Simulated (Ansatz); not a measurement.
**Ta2H (C2/m): bands and what follows from them**

What do the bands of Ta2H (C2/m) imply? The runs give the Fermi surface and transport coefficients.

Method: DFT r²SCAN, scalar-relativistic, plane waves, PAW, in Ansatz 0.2.0.

6 further runs of the same task are left out: 2 that didn't finish, 4 set aside as unsound or not needed.

**1. The starting structure**

It takes space group C2/m (No. 12, monoclinic). The conventional cell has a = 4.851 Å, b = 3.248 Å, c = 4.884 Å, α = 90.00°, β = 96.98°, γ = 90.00°. H (site symmetry 2/m) is surrounded by 2 Ta at 1.93 Å. Around Ta (site symmetry m) lie 1 H at 1.93 Å.

As a file:

```cif
data_structure
_symmetry_space_group_name_H-M 'C2/m'
_symmetry_Int_Tables_number 12
_cell_length_a 4.8510
_cell_length_b 3.2483
_cell_length_c 4.8839
_cell_angle_alpha 90.000
_cell_angle_beta 96.985
_cell_angle_gamma 90.000
_cell_volume 76.39
loop_
_atom_site_label
_atom_site_type_symbol
_atom_site_symmetry_multiplicity
_atom_site_Wyckoff_symbol
_atom_site_fract_x
_atom_site_fract_y
_atom_site_fract_z
_atom_site_occupancy
H1 H 2 b 0.50000 0.00000 0.00000 1
Ta1 Ta 4 i 0.23364 0.00000 0.26256 1
```

The cell is the database one, not relaxed. An earlier run on this cell at r²SCAN gave -0.76 GPa at 12.731 Å³/atom (12×12×8 mesh), a metal on this mesh.

**2. Bands on a fine mesh, Fermi surface**

Input file input.yaml:

```yaml
crystal:
  lattice:
    - [2.4255014887, -1.6241556979, 0.0]
    - [2.4255014887, 1.6241556979, 0.0]
    - [-0.5939143858, 0.0, 4.8476388473]
  atoms:
    - { symbol: H, position: [0.5, 0.5, 0.0] }
    - { symbol: Ta, position: [0.23364374, 0.23364374, 0.26256264] }
    - { symbol: Ta, position: [0.76635626, 0.76635626, 0.73743736] }
basis:
  ecutwfc: 500
  ecutrho_ratio: 4
kpoints:
  mp_grid: { grid: [12, 12, 8] }
hamiltonian:
  xc: r2scan
scf:
  occupations: { method: gaussian, width: 0.05 }
output:
  forces: true
  stress: true
  eigenvalues: true
  eigenstates:
    nscf_kmesh: { grid: [22, 22, 12] }
    de_dk: true
    e_range: [-2.5, 2.5]
  write_density: true
  write_potential: true
  elf: true
  volumetric_format: npy
```

On the command line:

```
$ ansatz run input.yaml --threads 4 --pin off --max-ram 9216MiB --backend cpu --events-out ev --progress --plain --runs-dir out
```

What it wrote:

```text
Warning: RAYON_NUM_THREADS=4 ignored (pool sized by the plan → 4); use --threads N
Engine: ansatz 0.2.0, x86_64-unknown-linux-gnu
Pseudopotentials: kind: paw
Pseudopotential: H, paw, valence charge 1, recommended cutoff 500 eV (meta_gga), H.paw.azcp
Pseudopotential: Ta, paw, valence charge 13, recommended cutoff 500 eV (meta_gga), Ta.paw.azcp
Functional definition: r2SCAN
  parameter k0 = 0.174
  parameter k1 = 0.065
  parameter a1 = 4.9479
  exchange = r2scan_x(k0 = k0, k1 = k1, a1 = a1)
  correlation = r2scan_c
Crystal: 3 atoms, lattice volume = 38.194 Å³
Basis set: ecut = 500 eV, 967 PW (Γ), exchange–correlation on 96×96×144 points (64 copies of the dense FFT grid, shifted against one another)
Bands: 18, of which v1, the nominal top of the filled ones, is band 14 counted from 1 (13 counted from 0)
Symmetry: 4 space group operations
Space group: C2/m (ITA 12), of the structure as read, at distance tolerance 3.4e-5 Å
k-points: 320 of 1152
Non-local potential: H, projectors of the file, l = 0: 2, l = 1: 1
Non-local potential: Ta, projectors of the file, l = 0: 3, l = 1: 2, l = 2: 2, l = 3: 1
PAW form: soft (Blöchl's): semilocal exchange-correlation on the pseudo side does not see the compensation charge
PAW frozen core: Ta, regenerated for the run's functional (the file was generated under x = pbe(κ = 0.804, μ = 0.2195149727645171), c = pbe(β = 0.06672455060314922))
PAW one-centre angular grid: H, 302 points (default); XC on 160 Gauss nodes
PAW one-centre angular grid: Ta, 590 points (default); XC on 160 Gauss nodes
Initial density: superposition of atomic densities (neutral atoms: chi_scale 0, normalization atom), corrected by the library's trained network
Initial wavefunctions: pseudopotential atomic-orbital guess
Functional: x = r2scan, c = r2scan; τ floored in thin density (d = 2e-4 eV/Å³)
SCF iter   1: F=—  HF=-19904.895949 eV  |F-HF|=—  |Δ(HF+E_count)|=         —  Δρ=7.24e-3  dr2=1.29e-2  dr2_τ=4.25e-2  ethr=1.77e-3  ⟨swp⟩=5.9  Hψ=28412  notcnv=0
preconditioner: auto → none  [metal: Δε(μ)=0.020 eV  Ē_g=6.210 eV  σ=0.050 eV  W_gap=0.22  n_scr=6 (ndim 8)  ℏωp=19.9 eV  f_vac=0.000  D(μ)=1.36/eV (n_scr^D=6)  sad-step TF]
SCF iter   2: F=—  HF=-19904.937976 eV  |F-HF|=—  |Δ(HF+E_count)|=   4.20e-2  Δρ=4.98e-3  dr2=6.58e-3  dr2_τ=5.18e-4  ethr=4.78e-5  ⟨swp⟩=2.7  Hψ=13102  notcnv=0  defer=127
SCF iter   3: F=—  HF=-19904.939557 eV  |F-HF|=—  |Δ(HF+E_count)|=   1.58e-3  Δρ=9.90e-4  dr2=3.64e-4  dr2_τ=5.10e-5  ethr=2.44e-5  ⟨swp⟩=3.0  Hψ=9978  notcnv=0  defer=127
SCF iter   4: F=—  HF=-19904.939511 eV  |F-HF|=—  |Δ(HF+E_count)|=   4.62e-5  Δρ=4.86e-4  dr2=6.07e-5  dr2_τ=6.05e-6  ethr=1.35e-6  ⟨swp⟩=2.1  Hψ=7560  notcnv=0  defer=127
SCF iter   5: F=—  HF=-19904.939515 eV  |F-HF|=—  |Δ(HF+E_count)|=   4.32e-6  Δρ=3.21e-4  dr2=2.64e-5  dr2_τ=1.85e-6  ethr=2.25e-7  ⟨swp⟩=2.0  Hψ=7419  notcnv=0  defer=127
SCF iter   6: F=—  HF=-19904.939519 eV  |F-HF|=—  |Δ(HF+E_count)|=   3.20e-6  Δρ=4.64e-5  dr2=8.70e-7  dr2_τ=2.03e-7  ethr=9.77e-8  ⟨swp⟩=2.6  Hψ=8919  notcnv=0  defer=127
SCF iter   7: F=—  HF=-19904.939519 eV  |F-HF|=—  |Δ(HF+E_count)|=   7.36e-7  Δρ=1.43e-5  dr2=4.91e-8  dr2_τ=2.91e-9  ethr=3.22e-9  ⟨swp⟩=2.2  Hψ=7712  notcnv=0  defer=127
SCF iter   8: F=—  HF=-19904.939519 eV  |F-HF|=—  |Δ(HF+E_count)|=   1.74e-8  Δρ=3.86e-6  dr2=3.25e-9  dr2_τ=1.23e-10  ethr=1.82e-10  ⟨swp⟩=2.1  Hψ=7573  notcnv=0  defer=127
SCF iter   9: F=—  HF=-19904.939519 eV  |F-HF|=—  |Δ(HF+E_count)|=   1.21e-9  Δρ=3.04e-7  dr2=1.65e-11  dr2_τ=1.22e-12  ethr=1.20e-11  ⟨swp⟩=2.6  Hψ=8664  notcnv=0  defer=127
SCF iter  10: F=-19904.939519 eV  HF=-19904.939519 eV  |F-HF|=1.46e-11  |Δ(HF+E_count)|=  7.28e-12  Δρ=3.24e-8  dr2=3.19e-13  dr2_τ=5.15e-14  ethr=1.00e-12  ⟨swp⟩=7.6  Hψ=26200  notcnv=0
SCF 1 converged in 10 iterations: F = -19904.939519 eV  dr2 = 3.19e-13
NSCF: frozen V_eff on 1531 k-points
SCF converged after 10 iterations
Free energy (F): -19904.939519 eV
Harris-Foulkes:  -19904.939519 eV  (|F-HF|=1.46e-11)
Internal energy: -19904.937787 eV  (E = F + TS)
E sigma→0 (E₀):  -19904.938653 eV
Entropy (-TS):   -0.001733 eV (-0.578 meV/atom)
Fermi energy:    18.047575 eV
--- Per-component energies (eV) ---
  E_band       = -244.276955
  E_kinetic    = 748.819091
  E_local      = -1124.451072  (includes V_loc(G=0)·N_el)
  E_nonlocal   = 30.808597
  E_hartree    = 388.703451
  E_xc         = -418.774562
  E_vxc        = -458.035045  (∫ρ·V_xc dr)
  E_paw        = -16846.610424  (= ΣΔE_a)
  E_vpaw       = -241.856590  (= ΣTr[D̂ρ^β])
  E_aug_tail   = -0.000260  (compensation charges beyond the density's cutoff)
  E_vtau       = 23.031424  (kinetic-family band-sum trace: ∫τ·v_τ [+ j·A + Jᵃ·Aᵃ] dr)
  E_ewald      = -2681.920047
  E_core_change = -1.512561  (= ΣΔE_core)
  E_smearing   = -0.001733  (= −TS)
  E_closure    = 0.000000  (closes the sum)
  Σ components = -19904.939519   (vs F -19904.939519, Δ=0.00e0)
--- Forces (eV/Å), atoms counted from 1 ---
  atom   1  H      0.00000000    -0.00000000     0.00000000
  atom   2  Ta     0.00479324    -0.00000000    -0.00491229
  atom   3  Ta    -0.00479324     0.00000000     0.00491229
  max |Σ_I F_I| component: 7.89e-31 eV/Å
--- Stress (GPa, compression-positive) ---
       -0.398449       0.000000       0.767827
        0.000000      -0.991993      -0.000000
        0.767826      -0.000000      -0.885051
  P = ⅓ Tr σ = -0.7585 GPa (-7.585 kbar)
--- Band table (eV; the first three rows and the last of 320) ---
  k-point 0: bands = ["-51.1894", "-51.0857", "-17.6435", "-16.8332", "-16.5722", "-16.5563", "-16.5321", "-16.5295", "7.6642", "13.1876", "15.8727", "16.6610", "18.1855", "18.3260", "19.4984", "20.4174", "20.8504", "22.0344"]
  k-point 1: bands = ["-51.1861", "-51.0891", "-17.6068", "-16.8244", "-16.6056", "-16.5574", "-16.5400", "-16.5389", "7.7952", "13.0315", "15.8591", "16.7187", "18.2229", "18.3092", "19.4974", "20.4856", "20.7694", "21.8918"]
  k-point 2: bands = ["-51.1769", "-51.0984", "-17.5024", "-16.8003", "-16.7192", "-16.5644", "-16.5628", "-16.5393", "8.1536", "12.5793", "15.9042", "16.8891", "18.1988", "18.2346", "19.6538", "20.5152", "20.7065", "21.5589"]
  k-point 319: bands = ["-51.0709", "-51.0317", "-17.5208", "-17.4383", "-17.0853", "-17.0776", "-16.9398", "-16.7999", "10.8159", "14.6436", "15.3582", "15.5864", "18.4329", "18.8880", "19.1011", "19.2846", "24.0223", "24.5451"]
--- Fermi surface from the table of eigenstates, both spin states counted (twice the sheets' area in a run without spin) ---
  How far the three rows differ hints at the mesh's error and does not bound it.
  reading                E - E_F (eV)   area (Å⁻²)  resistivity times mean free path along x, y, z (Ω·m²), under one mean free path over the surface
  by tetrahedra                0.0140       37.077  1.0908e-15  6.3518e-16  9.4381e-16
  by the states' slopes        0.0261       36.426  1.0204e-15  6.8194e-16  9.4368e-16
  on every second point       -0.0042       36.350  1.1572e-15  6.3426e-16  9.9706e-16
```

Run time: 10 s. Hardware: 4 threads of Intel Xeon 6975P-C (Granite Rapids), shared host; peak memory 1 GiB.

Read off: volume 12.731 Å³/atom, pressure -0.76 GPa, no gap.

Bands that cross the Fermi level on the 22×22×12 mesh (edges cut at 2.5 eV from it):

```
spin  band  lowest (eV)  highest (eV)
both    12        -2.46          0.14
both    13        -1.81          0.45
both    14        -1.50          1.82
```

The maps below are laid out on this run's own conventional cell (a, b, c = 4.851, 3.248, 4.884 Å).

Density in a lattice plane of the grid's cell (edges 4.85 and 4.88 Å, at 0.000 of the third edge), which holds H and Ta.

Ten even steps from '0' (0.21 e/Å³) to '9' (4.45 e/Å³):
```
000000000001210000000000
000000000000000012333100
000000000000000136887520
000000000000001379999741
000000000000001599779841
000000000000002599899731
000000000000001479997410
000000000000000135653100
000000000000000011210000
000000000000000000000000
000001211000000000000000
000135653100000000000000
001479997410000000000000
013799899520000000000000
014897799510000000000000
014799997310000000000000
002578863100000000000000
000133321000000000000000
000000000001210000000000
000000000012321000000000
```
Columns run along the first of these edges and rows up along the second, over one cell in 24 and 20 even steps from the bottom left corner. Atoms in the plane (fractional): H at (0.50, 0.00), Ta at (0.23, 0.26), Ta at (0.77, 0.74).

ELF in the same plane.

Ten even steps from '0' (0.08) to '9' (0.99):
```
234443323689997200122101
135554333578862013555310
135554333345410146776631
124554322333201565335763
124544333343113663003763
134554444443214763014652
135555555554212566566520
245555555554200256664200
344443333444310023331001
432211111123332111111223
310013332001344433334444
200246665200245555555554
102566566521245555555553
125641036741234444445543
136730036631134333344542
136753356510233322345542
113667764101454333345553
101355531026887533345553
210122100279998632334443
222211112699999621111222
```
Columns run along the first of these edges and rows up along the second, over one cell in 24 and 20 even steps from the bottom left corner. Atoms in the plane (fractional): H at (0.50, 0.00), Ta at (0.23, 0.26), Ta at (0.77, 0.74).

Both are smooth fields of the valence electrons: close to the nuclei they are not physical.

Maxima of ELF outside the ion cores: 0.99 at H; 0.62 between the atoms, 1.8 Å from Ta.

**3. States of the whole zone by energy, transport at constant relaxation time**

Changes to input.yaml since step 2:

```diff
@@ -22,9 +22,2 @@
   eigenvalues: true
-  eigenstates:
-    nscf_kmesh: { grid: [22, 22, 12] }
-    de_dk: true
-    e_range: [-2.5, 2.5]
-  write_density: true
-  write_potential: true
-  elf: true
-  volumetric_format: npy
+  states_by_energy: { minimum_broadening: 0.05 }
```

On the command line:

```
$ ansatz run input.yaml --threads 4 --pin off --max-ram 9216MiB --backend cpu --events-out ev --progress --plain --runs-dir out
```

What it wrote, shortened:

```text
Warning: RAYON_NUM_THREADS=4 ignored (pool sized by the plan → 4); use --threads N
[...]
[... 4 set-up lines as earlier in the session ...]
[...]
Crystal: 3 atoms, lattice volume = 38.194 Å³
Basis set: ecut = 500 eV, 967 PW (Γ), exchange–correlation on 96×96×144 points (64 copies of the dense FFT grid, shifted against one another)
Bands: 18, of which v1, the nominal top of the filled ones, is band 14 counted from 1 (13 counted from 0)
[... 2 set-up lines as earlier in the session ...]
k-points: 320 of 1152
[...]
NSCF: frozen V_eff on 8 k-points
SCF converged after 7 iterations
Free energy (F): -19904.939519 eV
[...]
E sigma→0 (E₀):  -19904.938653 eV
Entropy (-TS):   -0.001732 eV (-0.577 meV/atom)
Fermi energy:    18.047583 eV
[...]
--- Forces (eV/Å), atoms counted from 1 ---
  atom   1  H      0.00000000    -0.00000000     0.00000000
  atom   2  Ta     0.00483238    -0.00000000    -0.00481139
  atom   3  Ta    -0.00483238     0.00000000     0.00481139
[...]
--- Stress (GPa, compression-positive) ---
       -0.397894       0.000000       0.768614
        0.000000      -0.990426      -0.000000
        0.768616      -0.000000      -0.884330
  P = ⅓ Tr σ = -0.7575 GPa (-7.575 kbar)
--- Band table (eV; the first three rows and the last of 320) ---
  k-point 0: bands = ["-51.1893", "-51.0857", "-17.6434", "-16.8332", "-16.5722", "-16.5562", "-16.5320", "-16.5294", "7.6641", "13.1876", "15.8726", "16.6610", "18.1855", "18.3260", "19.4984", "20.4174", "20.8504", "22.0344"]
[...]
```

Run time: 80 s. Hardware: 4 threads of Intel Xeon 6975P-C (Granite Rapids), shared host; peak memory 1.3 GiB.

Result: volume 12.731 Å³/atom, pressure -0.76 GPa, no gap.

A script then sums the file of states by energy over Fermi windows, for rigid-band transport at a constant relaxation time τ. Negative carriers are holes, and the chemical potential counts from the run's Fermi level:

```
T (K)  electrons added (10¹⁹ cm⁻³)  chemical potential (eV)  σ/τ xx (10²⁰/Ω m s)  Seebeck xx (μV/K)  Seebeck zz (μV/K)  Lorenz xx (10⁻⁸ V²/K²)
  600                            0                    0.025                 7.09                  5                  7                    2.41
  600                            1                    0.025                 7.09                  5                  7                    2.41
  600                           -1                    0.024                 7.09                  5                  7                    2.41
  600                           10                    0.027                 7.08                  5                  7                    2.41
  600                          -10                    0.022                  7.1                  5                  7                    2.41
  600                          100                    0.051                 7.02                  5                  8                    2.41
  600                         -100                   -0.001                 7.15                  4                  6                    2.41
  900                            0                    0.029                 7.05                  7                  9                    2.37
  900                            1                    0.029                 7.05                  7                  9                    2.37
  900                           -1                    0.029                 7.05                  7                  9                    2.37
  900                           10                    0.032                 7.04                  7                 10                    2.37
  900                          -10                    0.027                 7.05                  7                  9                    2.37
  900                          100                    0.055                 6.98                  7                 10                    2.37
  900                         -100                    0.004                  7.1                  6                  8                    2.36
```

**4. Summary of results**

| quantity | value |
| --- | --- |
| Fermi-surface area, spins summed | 37.08 Å⁻² |
| resistivity × mean free path, xx and zz | 1.09, 0.94 × 10⁻¹⁵ Ω m² |
| largest S²σ/τ along x | at 900 K with 100 × 10¹⁹ cm⁻³ electrons, S = 7 μV/K |

**Reading.** On the fine mesh the Fermi surface has sheets from 3 bands. Among the cases computed, S²σ/τ along x is largest at 900 K for electron doping of 100 × 10¹⁹ cm⁻³. That is the edge of the range tried, not a located peak. Spin–orbit coupling is left out, though the cell holds Ta; in elements this heavy it can shift levels and gaps by tenths of an eV.
